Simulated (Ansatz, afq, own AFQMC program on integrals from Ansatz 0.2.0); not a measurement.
# ZrCl (quartet): quantum Monte Carlo beside coupled cluster at distance Zr1–Cl2 = 2.837 Å, def2-SVP

How near does AFQMC come to the top of the ladder for ZrCl (quartet)?

The runs use Ansatz 0.2.0, Gaussian basis, and an in-house AFQMC program (afq) on its integrals; all values are calculated; def2-SVP, frozen cores.

The runs, in order: PBE (unrestricted); r2SCAN (unrestricted); PBE0 (unrestricted); B3LYP (unrestricted); wB97M-V (unrestricted); B2PLYP (unrestricted); CCSD(T) on UHF; Phaseless AFQMC, CISD trial on UHF.

3 further runs of the same task are left out: 3 that didn't finish.

### Step 1. The system

The geometry derives from a PBE0/def2-TZVP stationary point (not a proven minimum). One bond is set to the value named and the two fragments are kept rigid. No spin-orbit coupling is included. Elements past krypton take def2 core potentials.

2 atoms, charge 0, spin multiplicity 4.

Atoms are counted from 1 here; the program's logs count them from 0.

Bond lengths: Zr1–Cl2 2.837 Å.

As a file:

```
Zr    0.0000    0.0000    0.0000
Cl    0.0000    0.0000    2.8370
```

### Step 2. PBE (unrestricted)

Contents of in.yaml:

```yaml
crystal:
  periodic: [false, false, false]
  atoms:
    - {symbol: Zr, position_ang: [0.000000, 0.000000, 0.000000]}
    - {symbol: Cl, position_ang: [0.000000, 0.000000, 2.837000]}
basis:
  gaussian: {orbitals: def2-SVP}
magnetization: {spin_polarized: true, initial_magnetization: 3}
hamiltonian: {xc: {name: PBE}}
output: {orbitals: {seedname: orbitals}}
```

Run with:

```console
$ ansatz run in.yaml --threads 1 --pin off --events-out ev --progress --plain --max-ram 1382MiB
```

The program printed:

```text
Functional definition: PBE
  name "PBE"
  cite "Perdew, Burke & Ernzerhof, Phys. Rev. Lett. 77, 3865 (1996) doi:10.1103/PhysRevLett.77.3865"
  parent pbe
  parameter kappa = 0.804
  parameter beta = 0.06672455060314922
  exchange = pbe_x(kappa = kappa, mu = beta*pi^2/3)
  correlation = pbe_c(beta = beta)
473 factors; their error is unknown
mean field evaluation 1: about -13790.5693 eV, gradient 1.3e1 eV
mean field evaluation 2: about -13784.6347 eV, gradient 3.4e1 eV
mean field evaluation 4: about -13791.6114 eV, gradient 3.7e0 eV
mean field evaluation 8: about -13791.7130 eV, gradient 6.6e-2 eV
mean field evaluation 16: about -13791.8773 eV, gradient 3.5e-2 eV
mean field evaluation 32: about -13791.6917 eV, gradient 1.2e-1 eV
mean field evaluation 64: about -13791.7740 eV, gradient 1.6e-1 eV
mean field evaluation 96: about -13791.7641 eV, gradient 9.5e-4 eV
mean field evaluation 128: about -13791.7593 eV, gradient 2.8e-1 eV
mean field evaluation 160: about -13791.7156 eV, gradient 2.9e0 eV
mean field evaluation 192: about -13791.1914 eV, gradient 1.8e0 eV
mean field -13791.86727480 eV, -506.8417738856 hartree, gradient 8.6e-6 eV, S^2 3.758846; 14 other end points of the search recorded, 0 dependent functions left out
reference -13791.86731658 eV, -506.8417754207 hartree; 16, 13 occupied and 33, 36 virtual orbitals, 473 factors
Total energy: -13791.86731658 eV, -506.8417754207 hartree
```

It took 24 s on 1 thread of Arm Neoverse V1, shared host.

From the report: ⟨S²⟩ of the determinant 3.759 (pure quartet: 3.75).

### Step 3. r2SCAN (unrestricted)

in.yaml: that of step 2 with these lines changed.

```diff
@@ -8,3 +8,2 @@
 magnetization: {spin_polarized: true, initial_magnetization: 3}
-hamiltonian: {xc: {name: PBE}}
-output: {orbitals: {seedname: orbitals}}
+hamiltonian: {xc: {name: r2SCAN}}
```

Launched as before.

The program printed, shortened:

```text
Functional definition: r2SCAN
  name "r2SCAN"
  cite "Furness, Kaplan, Ning, Perdew & Sun, J. Phys. Chem. Lett. 11, 8208 (2020) doi:10.1021/acs.jpclett.0c02405"
  cite "Furness, Kaplan, Ning, Perdew & Sun, J. Phys. Chem. Lett. 11, 9248 (2020) doi:10.1021/acs.jpclett.0c03077"
  parent r2scan
[...]
473 factors; their error is unknown
[...]
mean field -13796.76941457 eV, -507.0219241992 hartree, gradient 3.2e-6 eV, S^2 3.761495; 13 other end points of the search recorded, 0 dependent functions left out
reference -13796.76945495 eV, -507.0219256831 hartree; 16, 13 occupied and 33, 36 virtual orbitals, 473 factors
Total energy: -13796.76945495 eV, -507.0219256831 hartree
```

Wall time 55 s (1 thread of Arm Neoverse V1, shared host).

From the report: ⟨S²⟩ of the determinant 3.761 (pure quartet: 3.75).

### Step 4. PBE0 (unrestricted)

in.yaml: that of step 3 with these lines changed.

```diff
@@ -8,2 +8,3 @@
 magnetization: {spin_polarized: true, initial_magnetization: 3}
-hamiltonian: {xc: {name: r2SCAN}}
+hamiltonian: {xc: {name: PBE0}}
+output: {orbitals: {seedname: orbitals}}
```

The command is unchanged.

The program printed, shortened:

```text
Functional definition: PBE0
  name "PBE0"
  cite "Adamo & Barone, J. Chem. Phys. 110, 6158 (1999) doi:10.1063/1.478522"
  cite "Perdew, Burke & Ernzerhof, Phys. Rev. Lett. 77, 3865 (1996) doi:10.1103/PhysRevLett.77.3865"
  parent pbe
[...]
488 factors; integrals over basis functions are off by at most 5.4e-4 eV
[...]
mean field -13792.39003602 eV, -506.8609850059 hartree, gradient 3.8e-6 eV, S^2 3.755542; 8 other end points of the search recorded, 0 dependent functions left out
reference -13792.39006797 eV, -506.8609861800 hartree; 16, 13 occupied and 33, 36 virtual orbitals, 488 factors
Total energy: -13792.39006797 eV, -506.8609861800 hartree
```

It took 10 s on 1 thread of Arm Neoverse V1, shared host.

From the report: ⟨S²⟩ of the determinant 3.756 (pure quartet: 3.75).

### Step 5. B3LYP (unrestricted)

in.yaml: that of step 4 with these lines changed.

```diff
@@ -8,3 +8,2 @@
 magnetization: {spin_polarized: true, initial_magnetization: 3}
-hamiltonian: {xc: {name: PBE0}}
-output: {orbitals: {seedname: orbitals}}
+hamiltonian: {xc: {name: B3LYP}}
```

Launched as before.

The program printed, shortened:

```text
Functional definition: B3LYP
  name "B3LYP"
  cite "Stephens, Devlin, Chabalowski & Frisch, J. Phys. Chem. 98, 11623 (1994) doi:10.1021/j100096a001"
  cite "Becke, Phys. Rev. A 38, 3098 (1988) doi:10.1103/PhysRevA.38.3098"
  cite "Lee, Yang & Parr, Phys. Rev. B 37, 785 (1988) doi:10.1103/PhysRevB.37.785"
  cite "Vosko, Wilk & Nusair, Can. J. Phys. 58, 1200 (1980) doi:10.1139/p80-159"
[...]
488 factors; integrals over basis functions are off by at most 5.4e-4 eV
[...]
mean field -13797.62079736 eV, -507.0532119395 hartree, gradient 1.1e-5 eV, S^2 3.752822; 11 other end points of the search recorded, 0 dependent functions left out
reference -13797.62099181 eV, -507.0532190858 hartree; 16, 13 occupied and 33, 36 virtual orbitals, 488 factors
Total energy: -13797.62099181 eV, -507.0532190858 hartree
```

Wall time 15 s (1 thread of Arm Neoverse V1, shared host).

From the report: ⟨S²⟩ of the determinant 3.753 (pure quartet: 3.75).

### Step 6. wB97M-V (unrestricted)

in.yaml: that of step 5 with these lines changed.

```diff
@@ -8,2 +8,3 @@
 magnetization: {spin_polarized: true, initial_magnetization: 3}
-hamiltonian: {xc: {name: B3LYP}}
+hamiltonian: {xc: {name: wB97M-V}}
+output: {orbitals: {seedname: orbitals}}
```

Launched as before.

The program printed, shortened:

```text
Functional definition: wB97M-V
  name "wB97M-V"
  cite "Mardirossian & Head-Gordon, J. Chem. Phys. 144, 214110 (2016) doi:10.1063/1.4952647"
  cite "Becke, J. Chem. Phys. 107, 8554 (1997) doi:10.1063/1.475007"
  cite "Vydrov & Van Voorhis, J. Chem. Phys. 133, 244103 (2010) doi:10.1063/1.3521275"
  # Of w^i u^j: cxij and so on, Table III.
[...]
  gx(w, u) = 1 - cx + cx01*u + cx10*w
  gss(w, u) = css00 + css04*u^4 + css10*w + css20*w^2 + css43*w^4*u^3
  gos(w, u) = cos00 + cos10*w + (cos20 + cos21*u)*w^2 + (cos60 + cos61*u)*w^6
[...]
      + integral(e_c_pw_mod_opposite_spin*gos(b97_w_opposite, b97_u_opposite)) + vv10(b, c)
488 factors; integrals over basis functions are off by at most 5.4e-4 eV
120 factors; integrals over basis functions are off by at most 7.3e-5 eV
[...]
mean field -13793.83777368 eV, -506.9141883835 hartree, gradient 1.0e-5 eV, S^2 3.752621; 8 other end points of the search recorded, 0 dependent functions left out
reference -13793.83781325 eV, -506.9141898380 hartree; 16, 13 occupied and 33, 36 virtual orbitals, 488 factors
Total energy: -13793.83781325 eV, -506.9141898380 hartree
```

It took 74 s on 1 thread of Arm Neoverse V1, shared host; peak memory 0.28 GiB.

From the report: ⟨S²⟩ of the determinant 3.753 (pure quartet: 3.75).

### Step 7. B2PLYP (unrestricted)

in.yaml: that of step 6 with these lines changed.

```diff
@@ -8,3 +8,3 @@
 magnetization: {spin_polarized: true, initial_magnetization: 3}
-hamiltonian: {xc: {name: wB97M-V}}
-output: {orbitals: {seedname: orbitals}}
+hamiltonian: {xc: {name: B2PLYP}}
+correlation: {electrons: outside_noble_gas}
```

The command is unchanged.

The program printed, shortened:

```text
Functional definition: B2PLYP
  name "B2PLYP"
  cite "Grimme, J. Chem. Phys. 124, 034108 (2006) doi:10.1063/1.2148954"
  cite "Becke, Phys. Rev. A 38, 3098 (1988) doi:10.1103/PhysRevA.38.3098"
  cite "Lee, Yang & Parr, Phys. Rev. B 37, 785 (1988) doi:10.1103/PhysRevB.37.785"
[...]
488 factors; integrals over basis functions are off by at most 5.4e-4 eV
[...]
mean field -13786.93965998 eV, -506.6606873808 hartree, gradient 7.0e-6 eV, S^2 3.752930; 9 other end points of the search recorded, 0 dependent functions left out
9 core orbitals not correlated: weight in the atoms' cores, before any rotation towards them, 0.999 or more for the frozen orbitals, at most 0.000 for the correlated occupied ones
reference -13786.93978268 eV, -506.6606918900 hartree; 7, 4 occupied and 33, 36 virtual orbitals, 488 factors
second order -5.33797283 eV of doubles, -0.00000000 eV of singles
Total energy: -13788.38103534 eV, -506.7136569485 hartree
```

It took 17 s on 1 thread of Arm Neoverse V1, shared host.

From the report: ⟨S²⟩ of the determinant 3.753 (pure quartet: 3.75).

### Step 8. CCSD(T) on UHF

in.yaml: that of step 7 with these lines changed.

```diff
@@ -8,3 +8,2 @@
 magnetization: {spin_polarized: true, initial_magnetization: 3}
-hamiltonian: {xc: {name: B2PLYP}}
-correlation: {electrons: outside_noble_gas}
+correlation: {method: ccsd_t, electrons: outside_noble_gas, hamiltonian_folder: ham}
```

Same command.

The program printed, shortened:

```text
Functional definition: HF
  name "HF"
  cite "Fock, Z. Phys. 61, 126 (1930) doi:10.1007/BF01340294"
  parent pbe
[...]
488 factors; integrals over basis functions are off by at most 5.4e-4 eV
[...]
mean field -13765.62626484 eV, -505.8774345562 hartree, gradient 4.5e-6 eV, S^2 3.755467; 29 other end points of the search recorded, 0 dependent functions left out
determinant -13765.62626484 eV, -505.8774345562 hartree, with singles and doubles -13770.29990147 eV, -506.0491875343 hartree
determinant -13765.57290935 eV, -505.8754737783 hartree, with singles and doubles -13770.24048183 eV, -506.0470039032 hartree
determinant -13765.45582648 eV, -505.8711710622 hartree, with singles and doubles -13770.19808434 eV, -506.0454458239 hartree
determinant -13765.37903931 eV, -505.8683491856 hartree, with singles and doubles -13770.00066815 eV, -506.0381909129 hartree
[...]
determinant -13765.45582648 eV, -505.8711710622 hartree, with singles and doubles -13770.22924362 eV, -506.0465909064 hartree
determinant -13765.37903931 eV, -505.8683491856 hartree, with singles and doubles -13770.00174075 eV, -506.0382303302 hartree
determinant -13765.17133883 eV, -505.8607163339 hartree, with singles and doubles -13770.11131204 eV, -506.0422570006 hartree
determinant -13765.06029767 eV, -505.8566356465 hartree, with singles and doubles -13769.94841740 eV, -506.0362707331 hartree
9 core orbitals not correlated: weight in the atoms' cores, before any rotation towards them, 0.999 or more for the frozen orbitals, at most 0.000 for the correlated occupied ones
reference -13765.62626484 eV, -505.8774345562 hartree; 7, 4 occupied and 33, 36 virtual orbitals, 488 factors
second order -4.21254645 eV of doubles, -0.00000000 eV of singles
cycle   1  -4.67976242 eV  change   -2.5e-6 eV  update   5.2e-6
perturbative correction -0.10855903 eV, -0.0039894709 hartree
Total energy: -13770.41458629 eV, -506.0534021240 hartree
```

Run time: 29 s. Hardware: 1 thread of Arm Neoverse V1, shared host.

From the report: ⟨S²⟩ of the determinant 3.755 (pure quartet: 3.75); correlation -4.7883 eV; T1 0.025; largest double amplitude 0.03.

This run also writes the integrals to the folder ham.

### Step 9. Phaseless AFQMC, CISD trial on UHF

It reads the integrals that the CCSD(T) run on this determinant wrote.

Run with:

```console
$ afq ham --method phaseless --trial cisd --walkers 60 --populations 1 --least-time 40 --time-step 0.005 --steps-per-block 50 --equilibration-blocks 40 --max-blocks 300 --target-error 0.0004 --factor-cut 1e-05 --start spin_pure --seed 3735 --release-times 0.24,0.6,1.2,2,3,4.2 --release-step 0.04 --release-every 4 --taylor-order 6
```

The program printed:

```text
orbitals 40  electrons 7 4  factors 308 of 488
reference energy -505.87743456 Eh
CCSD correlation -0.17197805 Eh in 29 cycles, weight of the determinant in the CISD state 0.9100
energy of the start -506.049422 Eh
 block  time / (1/Eh)  mean weight  energy / Eh
     1     0.250  0.9990  -506.047794
     2     0.500  1.0006  -506.048865
     3     0.750  1.0010  -506.049506
     4     1.000  0.9986  -506.051749
     5     1.250  1.0010  -506.050933
     6     1.500  1.0016  -506.052277
     7     1.750  1.0007  -506.051840
     8     2.000  1.0000  -506.053101
     9     2.250  0.9998  -506.052679
    10     2.500  0.9996  -506.052164
    17     4.250  1.0000  -506.055520
    25     6.250  0.9981  -506.053724
    33     8.250  0.9997  -506.058644
    41    10.250  0.9989  -506.058159
    49    12.250  1.0006  -506.067654
    57    14.250  0.9995  -506.058348
    65    16.250  1.0004  -506.057423
    73    18.250  0.9987  -506.053623
    81    20.250  0.9989  -506.046924
    89    22.250  0.9882  -506.057899
    97    24.250  1.0010  -506.059271
   105    26.250  1.0002  -506.048704
   113    28.250  1.0004  -506.055668
   121    30.250  0.9989  -506.054649
   129    32.250  0.9967  -506.045295
   137    34.250  0.9995  -506.049543
   145    36.250  0.9982  -506.053299
   153    38.250  1.0012  -506.053066
   161    40.250  1.0006  -506.058825
   169    42.250  1.0012  -506.061500
   177    44.250  1.0009  -506.056584
   185    46.250  1.0002  -506.050767
   193    48.250  1.0040  -506.059098
   201    50.250  1.0014  -506.053216
   209    52.250  1.0034  -506.049878
   217    54.250  1.0009  -506.053701
   225    56.250  1.0019  -506.052632
   233    58.250  1.0002  -506.056952
   241    60.250  1.0029  -506.067050
   249    62.250  1.0003  -506.055776
   257    64.250  0.9976  -506.069896
   265    66.250  1.0014  -506.063279
   273    68.250  0.9982  -506.053020
   281    70.250  0.9992  -506.045551
   289    72.250  0.9992  -506.057511
   297    74.250  1.0009  -506.054242
   305    76.250  1.0015  -506.052984
   313    78.250  0.9978  -506.057740
   321    80.250  0.9997  -506.054928
   329    82.250  1.0017  -506.059472
   337    84.250  1.0014  -506.050987
blocks merged  error / Eh  count
     1  0.000250  300
     2  0.000319  150
     4  0.000387  75
     8  0.000496  37
    16  0.000578  18
    32  0.000525  9
released: time / (1/Eh)  energy / Eh  error  mean overlap
  0.24  -506.055653  0.000507  1.0000
  0.60  -506.055247  0.000651  0.9924
  1.20  -506.054904  0.000740  0.9774
  2.00  -506.054281  0.000928  0.9776
  3.00  -506.055460  0.001132  0.9254
  4.20  -506.057583  0.002292  0.9553
energy -506.054768 +/- 0.000578 Eh
```

Wall time 9.9 min (1 thread of Arm Neoverse V1, shared host).

Energy -13770.4518 ± 0.0157 eV. Caveats: constraint bias not in the error.

### Step 10. AFQMC on the ladder

On the UHF determinant, counted from CCSD(T) (a yardstick, not exact):

| level | energy (eV) | from CCSD(T) (kcal/mol) | statistical error (kcal/mol) | time |
| --- | --- | --- | --- | --- |
| HF | -13765.6263 | +110.42 |  |  |
| MP2 | -13769.8388 | +13.28 |  |  |
| CCSD | -13770.3060 | +2.50 |  |  |
| CCSD(T) | -13770.4146 | 0.00 |  |  |
| Phaseless AFQMC, CISD trial, step 0.005, 60 walkers | -13770.4518 | -0.86 | 0.36 | 9.9 min |

The functionals' totals stand on their own zeros and serve differences with other points: PBE -13791.867 eV; r2SCAN -13796.769 eV; PBE0 -13792.390 eV; B3LYP -13797.621 eV; wB97M-V -13793.838 eV; B2PLYP -13788.381 eV.

### Step 11. Outcome

| quantity | value |
| --- | --- |
| Phaseless AFQMC, CISD trial on UHF from CCSD(T) | -0.86 ± 0.36 kcal/mol |

On UHF the phaseless walk with the CISD trial lies -0.86 kcal/mol from CCSD(T), within three error bars. Error bars are statistical and leave out the constraint, the time step and what remains of the start. Zr carries a core potential, and spin-orbit coupling is left out.
